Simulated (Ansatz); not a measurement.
**MnO2 (P4_2/mnm): equation of state**

How stiff is MnO2 (P4_2/mnm)? Energies and pressures are computed at volumes on both sides of the relaxed cell and fitted.

Method: DFT r²SCAN, scalar-relativistic, plane waves, PAW, in Ansatz 0.2.0.

## 1. The structure to begin with

The structure is tetragonal, space group P4_2/mnm (No. 136). Conventional cell: a = 4.383 Å, b = 4.383 Å, c = 2.861 Å, α = 90.00°, β = 90.00°, γ = 90.00°. Around Mn (site symmetry mmm) lie 6 O at 1.87 to 1.89 Å. O (site symmetry m2m) has 3 Mn at 1.87 to 1.89 Å as nearest neighbours.

Structure file:

```cif
data_structure
_symmetry_space_group_name_H-M 'P 1'
_symmetry_Int_Tables_number 1
_cell_length_a 4.3833
_cell_length_b 4.3833
_cell_length_c 2.8610
_cell_angle_alpha 90.000
_cell_angle_beta 90.000
_cell_angle_gamma 90.000
_cell_volume 54.97
loop_
_atom_site_label
_atom_site_type_symbol
_atom_site_fract_x
_atom_site_fract_y
_atom_site_fract_z
_atom_site_occupancy
Mn1 Mn 0.00000 0.00000 0.00000 1
Mn2 Mn 0.50000 0.50000 0.50000 1
O1 O 0.30476 0.30476 0.00000 1
O2 O 0.19524 0.80476 0.50000 1
O3 O 0.69524 0.69524 0.00000 1
O4 O 0.80476 0.19524 0.50000 1
```

This cell comes from an earlier session at r²SCAN: 9.162 Å³/atom at 0.01 GPa, on a 6×6×10 mesh. The large moments point both ways and cancel.

Volume factors to run: 0.980, 1.020, 0.960, 1.040.

## 2. Volume × 0.980

Contents of input.yaml:

```yaml
crystal:
  lattice:
    - [4.3538485319, -1.0e-10, 0.0]
    - [-1.0e-10, 4.3538485319, 0.0]
    - [0.0, 0.0, 2.8418406474]
  atoms:
    - { symbol: Mn, position: [0.0, 0.0, 0.0], spin: 2.64 }
    - { symbol: Mn, position: [0.5, 0.5, 0.5], spin: -2.64 }
    - { symbol: O, position: [0.3047636711, 0.3047636711, 0.0] }
    - { symbol: O, position: [0.1952363289, 0.8047636711, 0.5] }
    - { symbol: O, position: [0.6952363289, 0.6952363289, 0.0] }
    - { symbol: O, position: [0.8047636711, 0.1952363289, 0.5] }
basis:
  ecutwfc: 500
  ecutrho_ratio: 4
kpoints:
  mp_grid: { grid: [6, 6, 10] }
hamiltonian:
  xc: r2scan
scf:
  occupations: { method: gaussian, width: 0.05 }
output:
  forces: true
  stress: true
  eigenvalues: true
  populations: true
magnetization:
  spin_polarized: true
relax:
  f_tol: 0.01
  max_steps: 40
  cell: { stress_tol: 0.1, fix: [volume] }
```

On the command line:

```
> ansatz run input.yaml --threads 4 --pin off --max-ram 10240MiB --backend cpu --events-out ev --progress --plain --runs-dir out
```

After this run come: Scaling the volume by 1.020; Scaling the volume by 0.960; Scaling the volume by 1.040.

What does the calculation give? Wanted: V0; B0; B0′; scatter of the fit.

As calculated:

| quantity | value |
| --- | --- |
| V0 | 9.162 Å³/atom |
| B0 | 256 GPa |
| B0′ | 4.9 |
| scatter of the fit | 0.000 meV/atom |

What this shows: A third-order Birch–Murnaghan fit puts the minimum at 9.16 Å³/atom with a bulk modulus of 256 GPa, a stiff solid. One per cent of compression takes about 2.6 GPa. The moment on atom 1 grows from 2.35 to 2.44 μB on expansion. These are values at 0 K without zero-point motion.
